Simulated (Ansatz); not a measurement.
# NaZnCl3: the cost of one run

Method: DFT PBE, scalar-relativistic, plane waves, PAW, in Ansatz 0.2.0.

### 1 The structure to begin with

The cell holds 15 atoms (Cl9Na3Zn3): a = 7.375 Å, b = 7.310 Å, c = 7.576 Å, α = 87.55°, β = 89.61°, γ = 89.22°.

It is the last frame of an earlier stage of the same melt, run at 1600 K.

Structure file:

```cif
data_structure
_symmetry_space_group_name_H-M 'P 1'
_symmetry_Int_Tables_number 1
_cell_length_a 7.3748
_cell_length_b 7.3098
_cell_length_c 7.5761
_cell_angle_alpha 87.551
_cell_angle_beta 89.615
_cell_angle_gamma 89.222
_cell_volume 408.00
loop_
_atom_site_label
_atom_site_type_symbol
_atom_site_fract_x
_atom_site_fract_y
_atom_site_fract_z
_atom_site_occupancy
Na1 Na 0.78713 0.49897 0.61324 1
Na2 Na 0.85892 0.98997 0.21939 1
Na3 Na 0.17569 0.31360 0.20647 1
Cl1 Cl 0.22308 0.30616 0.84266 1
Cl2 Cl 0.48837 0.67624 0.90200 1
Cl3 Cl 0.74120 0.30786 0.11832 1
Cl4 Cl 0.10311 0.66322 0.19530 1
Cl5 Cl 0.96343 0.15632 0.52652 1
Cl6 Cl 0.71868 0.72052 0.28732 1
Cl7 Cl 0.91379 0.98992 0.92010 1
Cl8 Cl 0.36700 0.43829 0.43802 1
Cl9 Cl 0.38413 0.00289 0.39434 1
Zn1 Zn 0.07226 0.69342 0.86246 1
Zn2 Zn 0.26773 0.20241 0.58182 1
Zn3 Zn 0.40914 0.75634 0.17936 1
```

### 2 A single point on the frame at 1600 K

The electrons keep the Fermi-Dirac width of that temperature.

Contents of input.yaml:

```yaml
crystal:
  lattice:
    - [7.374602, 0.04957, 0.024618]
    - [0.04957, 7.307944, 0.158941]
    - [0.024618, 0.158941, 7.574409]
  atoms:
    - { symbol: Na, position: [0.7871254014, 0.4989673902, 0.6132414519] }
    - { symbol: Na, position: [0.8589187914, 0.9899726923, 0.2193861973] }
    - { symbol: Na, position: [0.175690811, 0.3135965026, 0.2064707987] }
    - { symbol: Cl, position: [0.2230820416, 0.3061647981, 0.8426606073] }
    - { symbol: Cl, position: [0.4883722233, 0.6762433149, 0.9019992432] }
    - { symbol: Cl, position: [0.7412048695, 0.307855313, 0.1183249008] }
    - { symbol: Cl, position: [0.1031144574, 0.6632236502, 0.1953014597] }
    - { symbol: Cl, position: [0.9634281187, 0.1563223226, 0.526518538] }
    - { symbol: Cl, position: [0.718676173, 0.7205234481, 0.2873179206] }
    - { symbol: Cl, position: [0.9137875199, 0.9899155554, 0.9201000279] }
    - { symbol: Cl, position: [0.3670028687, 0.4382948708, 0.4380218557] }
    - { symbol: Cl, position: [0.3841348063, 0.0028938283, 0.394338146] }
    - { symbol: Zn, position: [0.0722641471, 0.693422374, 0.8624559595] }
    - { symbol: Zn, position: [0.2677273569, 0.2024092866, 0.5818201284] }
    - { symbol: Zn, position: [0.4091367619, 0.7563425174, 0.1793638719] }
basis:
  ecutwfc: 420
kpoints:
  mp_grid: { grid: [3, 3, 3] }
hamiltonian:
  xc: pbe
scf:
  occupations: { method: fermi_dirac, width: 0.1379 }
output:
  forces: true
  stress: true
  eigenvalues: true
  populations: true
  write_density: true
  write_potential: true
  elf: true
  volumetric_format: npy
```

Run with:

```bash
ansatz run input.yaml --threads 2 --pin off --max-ram 5120MiB --backend cpu --events-out ev --progress --plain --runs-dir out
```

Q: Estimate wall time and peak memory on 2 threads of Arm Neoverse V2, shared host.

About 35 s, with a peak of 0.82 GiB.
